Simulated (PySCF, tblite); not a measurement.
# C₇H₁₂FPSi: geometry, infrared bands and NMR shifts

What infrared bands and NMR shifts should C₇H₁₂FPSi (`CC#C[C@@H]1CCC[Si@]1(F)P`) show?

Programs: tblite 0.8.0 and PySCF 2.14.0, with density-fitted response routines of our own. Each step states its level of theory. These are calculated values for one molecule in the gas phase, unless marked as measured. Atoms are numbered from 0 throughout.

**1. The starting structure**

22 atoms, charge 0, multiplicity 1; geometry from: force field or distance geometry start.

Bonds of the start (Å): C0–C1 1.49, C1–C2 1.20, C2–C3 1.48, C3–C4 1.54, C4–C5 1.51, C5–C6 1.50, C6–Si7 1.89, Si7–F8 1.68, Si7–P9 2.17, Si7–C3 1.86, C0–H10 1.12, C0–H11 1.09, C0–H12 1.12, C3–H13 1.08, C4–H14 1.09, C4–H15 1.11, C5–H16 1.11, C5–H17 1.10, C6–H18 1.10, C6–H19 1.10, P9–H20 1.47, P9–H21 1.45.

**2. Relaxing the molecule with GFN2-xTB**

The job: settings as JSON, then the geometry in Å.

```
{"job": {"kind": "relax", "xc": "GFN2-xTB", "basis": "xTB"}, "charge": 0, "multiplicity": 1}
C      3.526400     0.233600    -0.575300
C      2.175900     0.267900     0.054200
C      1.108500     0.264000     0.595900
C     -0.223200     0.257000     1.239400
C     -0.677300    -1.213800     1.365500
C     -0.770600    -1.729900    -0.054300
C     -1.689400    -0.843400    -0.849900
Si    -1.573400     0.804200     0.075400
F     -3.000300     1.038600     0.925100
P     -1.015600     2.440800    -1.229600
H      3.616600    -0.673600    -1.221800
H      3.628500     1.177300    -1.106200
H      4.306900     0.128500     0.223400
H     -0.210900     0.766300     2.195800
H     -1.629400    -1.199500     1.895700
H      0.129600    -1.771400     1.883800
H      0.268800    -1.718800    -0.449300
H     -1.192100    -2.746200    -0.036500
H     -2.722400    -1.209100    -0.885400
H     -1.208300    -0.657700    -1.824100
H     -2.169600     2.732100    -2.093100
H     -0.689100     3.672300    -0.530400
```

Started as:

```
> OMP_NUM_THREADS=1 python probes_run.py task.json out
```

This one command runs all jobs of the session in turn.

**Question.** This job is followed by: GFN2-xTB harmonic vibrations, gas phase; GIAO PBE0/pcSseg-1 NMR shielding, non-relativistic, gas phase. Predict these results of the whole session: strongest single infrared mode (GFN2-xTB); zero-point energy (GFN2-xTB); 13C shifts against TMS (PBE0/pcSseg-1); 1H shifts against TMS (PBE0/pcSseg-1, means over atoms taken as alike); 29Si shifts against TMS (PBE0/pcSseg-1); 19F shifts against CFCl3 (PBE0/pcSseg-1); 31P shifts against H3PO4 (PBE0/pcSseg-1).

As calculated:

| quantity | value |
| --- | --- |
| strongest single infrared mode (GFN2-xTB) | 2375 cm⁻¹, 136 km/mol |
| zero-point energy (GFN2-xTB) | 105.4 kcal/mol |
| 13C shifts against TMS (PBE0/pcSseg-1) | 86.1, 84.0, 38.6, 26.9, 21.6, 20.3, 4.7 ppm |
| 1H shifts against TMS (PBE0/pcSseg-1, means over atoms taken as alike) | 2.21, 2.05, 1.93, 1.89, 1.61, 1.58, 1.43, 1.11, 0.77 ppm |
| 29Si shifts against TMS (PBE0/pcSseg-1) | 72.1 ppm |
| 19F shifts against CFCl3 (PBE0/pcSseg-1) | -163.2 ppm |
| 31P shifts against H3PO4 (PBE0/pcSseg-1) | -290.6 ppm |

The optimisation took 109 steps and gained 1.071 eV; among the close pairs (by a distance rule), P9–H20 changed most, from 1.470 to 1.385 Å. The lowest mode is imaginary (35i cm⁻¹), so the xTB geometry is not a minimum. The strongest single mode, at 2375 cm⁻¹, moves mainly H20 and H21. GFN2-xTB is a fitted tight-binding method: band positions and strengths are rough. Its intensities can rank the bands wrongly. At PBE0/pcSseg-1: The widest tensor belongs to C2: span 272 ppm, with a paramagnetic part of -162 ppm.
